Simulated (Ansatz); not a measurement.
# Alloy of Si and C (10 of 64 Si sites exchanged), 64 atoms with displaced atoms, uniaxial strain +2.8 %

Aim: forces and frontier levels of a cell whose atoms are off their sites, by PBEsol, HSE06 and r²SCAN.

Program: Ansatz 0.2.0, PAW, plane waves. These are calculated values, not measurements.

## 1. The system as built

64 atoms (54 Si, 10 C); a = 10.264 Å, b = 10.264 Å, c = 10.552 Å, α = 90.00°, β = 90.00°, γ = 90.00°. All atoms were shaken off their sites by about 0.07 Å along each axis.

Plan of the steps: (2) PBEsol single point at the single k point (¼, ¼, ¼), on 7 threads of Arm Neoverse-V2; (3) HSE06 single point at the single k point (¼, ¼, ¼), on 7 threads of Arm Neoverse-V2; (4) r²SCAN single point at the single k point (¼, ¼, ¼), on 7 threads of Arm Neoverse-V2.

## 2. PBEsol on the given atoms

Contents of in.yaml:

```yaml
crystal:
  lattice:
    - [10.264303, 0.000000, 0.000000]
    - [0.000000, 10.264303, 0.000000]
    - [0.000000, 0.000000, 10.551704]
  atoms:
    - { symbol: Si, position: [0.996399, 0.999537, 0.005932] }
    - { symbol: Si, position: [0.991957, 0.008851, 0.509070] }
    - { symbol: Si, position: [0.987465, 0.494153, 0.993815] }
    - { symbol: Si, position: [0.001751, 0.503877, 0.502305] }
    - { symbol: Si, position: [0.504062, 0.991473, 0.996989] }
    - { symbol: Si, position: [0.501776, 0.507781, 0.999585] }
    - { symbol: Si, position: [0.504247, 0.498995, 0.507807] }
    - { symbol: Si, position: [0.118200, 0.117585, 0.618806] }
    - { symbol: Si, position: [0.112960, 0.623526, 0.125548] }
    - { symbol: Si, position: [0.627472, 0.118937, 0.617641] }
    - { symbol: Si, position: [0.617547, 0.626429, 0.121723] }
    - { symbol: Si, position: [0.626194, 0.628504, 0.604783] }
    - { symbol: Si, position: [0.252964, 0.244495, 0.005135] }
    - { symbol: Si, position: [0.253956, 0.250293, 0.511665] }
    - { symbol: Si, position: [0.258263, 0.746748, 0.002684] }
    - { symbol: Si, position: [0.245057, 0.750480, 0.495061] }
    - { symbol: Si, position: [0.745635, 0.247702, 0.991461] }
    - { symbol: Si, position: [0.755345, 0.259393, 0.502804] }
    - { symbol: Si, position: [0.749499, 0.751635, 0.004293] }
    - { symbol: Si, position: [0.743693, 0.747271, 0.510282] }
    - { symbol: Si, position: [0.375061, 0.364023, 0.131446] }
    - { symbol: Si, position: [0.378738, 0.382025, 0.627207] }
    - { symbol: Si, position: [0.373421, 0.886753, 0.133220] }
    - { symbol: Si, position: [0.382113, 0.882097, 0.627684] }
    - { symbol: Si, position: [0.885045, 0.378524, 0.626615] }
    - { symbol: Si, position: [0.876988, 0.873459, 0.128716] }
    - { symbol: Si, position: [0.880033, 0.880752, 0.631124] }
    - { symbol: Si, position: [0.251875, 0.996276, 0.247736] }
    - { symbol: Si, position: [0.253481, 0.010818, 0.752866] }
    - { symbol: Si, position: [0.242258, 0.513108, 0.256088] }
    - { symbol: Si, position: [0.247384, 0.509124, 0.740554] }
    - { symbol: Si, position: [0.739583, 0.990272, 0.242457] }
    - { symbol: Si, position: [0.746667, 0.499877, 0.248337] }
    - { symbol: Si, position: [0.746212, 0.490886, 0.742714] }
    - { symbol: Si, position: [0.386834, 0.124870, 0.363088] }
    - { symbol: Si, position: [0.381016, 0.124967, 0.864194] }
    - { symbol: Si, position: [0.377883, 0.629381, 0.374947] }
    - { symbol: Si, position: [0.386006, 0.630674, 0.866194] }
    - { symbol: Si, position: [0.884710, 0.117708, 0.377178] }
    - { symbol: Si, position: [0.866004, 0.120971, 0.878909] }
    - { symbol: Si, position: [0.872342, 0.627070, 0.370292] }
    - { symbol: Si, position: [0.873364, 0.619213, 0.876537] }
    - { symbol: Si, position: [0.988351, 0.260519, 0.250529] }
    - { symbol: Si, position: [0.001870, 0.749949, 0.758252] }
    - { symbol: Si, position: [0.496034, 0.255326, 0.252073] }
    - { symbol: Si, position: [0.500196, 0.748986, 0.746873] }
    - { symbol: Si, position: [0.126472, 0.386344, 0.367935] }
    - { symbol: Si, position: [0.135593, 0.370789, 0.877488] }
    - { symbol: Si, position: [0.126194, 0.875022, 0.370833] }
    - { symbol: Si, position: [0.117237, 0.868332, 0.869153] }
    - { symbol: Si, position: [0.615509, 0.368314, 0.368671] }
    - { symbol: Si, position: [0.631481, 0.365596, 0.879705] }
    - { symbol: Si, position: [0.617198, 0.880790, 0.389585] }
    - { symbol: Si, position: [0.632074, 0.875136, 0.870989] }
    - { symbol: C, position: [0.496942, 0.998824, 0.495766] }
    - { symbol: C, position: [0.130183, 0.129526, 0.129344] }
    - { symbol: C, position: [0.127346, 0.620560, 0.617954] }
    - { symbol: C, position: [0.632512, 0.114667, 0.118568] }
    - { symbol: C, position: [0.881747, 0.379543, 0.134804] }
    - { symbol: C, position: [0.746759, 0.996827, 0.753729] }
    - { symbol: C, position: [0.998876, 0.268281, 0.757030] }
    - { symbol: C, position: [0.992891, 0.753898, 0.239715] }
    - { symbol: C, position: [0.492254, 0.244579, 0.748557] }
    - { symbol: C, position: [0.501376, 0.757779, 0.241479] }
  symmetry: { detect: false }
kpoints:
  mp_grid: { grid: [1, 1, 1], shift: [0.25, 0.25, 0.25] }
hamiltonian:
  xc: pbesol
scf:
  occupations: { method: fermi_dirac, width: 0.01 }
output:
  forces: true
  eigenvalues: true
  stress: true
  populations: true
  eigenstates: { kpoints: [[0.25, 0.25, 0.25]], e_range: [-6.0, 6.0], localisation: true }
```

## 3. HSE06 on the same atoms

Edit in.yaml of step 2 so:

```diff
@@ -74,3 +74,3 @@
 hamiltonian:
-  xc: pbesol
+  xc: hse06
 scf:
@@ -80,3 +80,2 @@
   eigenvalues: true
-  stress: true
   populations: true
```

## 4. r²SCAN on the same atoms

Edit in.yaml of step 3 so:

```diff
@@ -74,3 +74,3 @@
 hamiltonian:
-  xc: hse06
+  xc: r2scan
 scf:
```

Q: Predict the outcome of this session. Wanted: for each run, top filled to lowest empty; pressure; force change.

The runs gave:

```
 level                     time  top filled to lowest empty (eV)  pressure (GPa)  force change (eV/Å rms)
PBEsol     18 s (7 CPU threads)                             0.56            1.80                        0
 HSE06  2.6 min (7 CPU threads)                             1.24               -                    0.136
r²SCAN     36 s (7 CPU threads)                             0.81               -                    0.075
```

**In words.** At the same k points, PBEsol gives a spacing 0.68 eV smaller and r²SCAN gives a spacing 0.43 eV smaller than the 1.24 eV of HSE06. The HSE06 single point took about 9.1 times as long as the PBEsol one on the same kind of device. HSE06 forces are 6 % stiffer than those of PBEsol by the slope, and differ by 0.14 eV/Å rms. With one k point the spacing samples only the states that fold onto it, so it can exceed the gap over the zone.
